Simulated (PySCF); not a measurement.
# SiBi at other levels of theory

What do other methods print for SiBi?

The runs use PySCF 2.14.0; each script names its method and basis.

3 further runs of the same task are left out: 3 that didn't finish.

**1. Starting geometry**

SiBi: 2 atoms, charge 0, spin multiplicity 2.

Bond lengths: Si1–Bi2 2.575 Å.

**2. Base script**

input.py

```python
from pyscf import gto, dft

mol = gto.M(
    atom='Si 0 0 0; Bi 0 0 2.575',
    basis='def2-svp',
    ecp={'Bi': 'def2-svp'},
    charge=0,
    spin=1,
    verbose=4,
)
mf = dft.UKS(mol, xc='wb97x')
mf.kernel()
mf.dip_moment()
print('orbital energies (hartree):', [e[max(0, n-3):n+3].round(4) for e, n in zip(mf.mo_energy, mol.nelec)])
```

Launch:

```bash
> OMP_NUM_THREADS=1 python input.py
```

**3. Population analysis**

Variant 1 changes step after the SCF: none → analyze.

Edit input.py of step 2 so:

```diff
@@ -12,2 +12,3 @@
 mf.kernel()
+mf.mulliken_pop()
 mf.dip_moment()
```

**4. CASCI (ROHF)**

Variant 2 changes step after the SCF: none → casci; SCF type: UKS → ROHF; functional: wb97x → none (Hartree–Fock); active space: none → 1 electrons in 2 orbitals.

input.py

```python
from pyscf import gto, scf, mcscf

mol = gto.M(
    atom='Si 0 0 0; Bi 0 0 2.575',
    basis='def2-svp',
    ecp={'Bi': 'def2-svp'},
    charge=0,
    spin=1,
    verbose=4,
)
mf = scf.ROHF(mol)
mf.kernel()
mc = mcscf.CASCI(mf, 2, 1)
mc.kernel()
mc.analyze()
mf.dip_moment()
print('orbital energies (hartree):', mf.mo_energy[..., max(0, mol.nelec[1]-3):mol.nelec[0]+3].round(4))
```

**5. CASSCF (ROHF)**

Variant 3 changes step after the SCF: none → casscf; SCF type: UKS → ROHF; functional: wb97x → none (Hartree–Fock); active space: none → 7 electrons in 6 orbitals.

input.py

```python
from pyscf import gto, scf, mcscf

mol = gto.M(
    atom='Si 0 0 0; Bi 0 0 2.575',
    basis='def2-svp',
    ecp={'Bi': 'def2-svp'},
    charge=0,
    spin=1,
    verbose=4,
)
mf = scf.ROHF(mol)
mf.kernel()
mc = mcscf.CASSCF(mf, 6, 7)
mc.kernel()
mc.analyze()
mf.dip_moment()
print('orbital energies (hartree):', mf.mo_energy[..., max(0, mol.nelec[1]-3):mol.nelec[0]+3].round(4))
```

**Question.** What will these runs give? Wanted: for each run, E(SCF); from base; gap, α spin; SCF dipole; after the SCF.

**Answer**, as computed:

```
                run  E(SCF) (hartree)  from base (eV)  cycles  gap, α spin (eV)  SCF dipole (D)                 after the SCF
               base       -503.967165               0      16              6.93            0.17                           n/a
population analysis       -503.967165          0.0000      16              6.93            0.17                           n/a
       CASCI (ROHF)       -502.306584  not comparable      13               n/a            0.34                           n/a
      CASSCF (ROHF)       -502.306584  not comparable      13               n/a            0.34  CASSCF correlation -2.247 eV
```

What this shows: Total energies from different bases, Hamiltonians or methods carry different errors, so properties are taken as differences within one set-up.
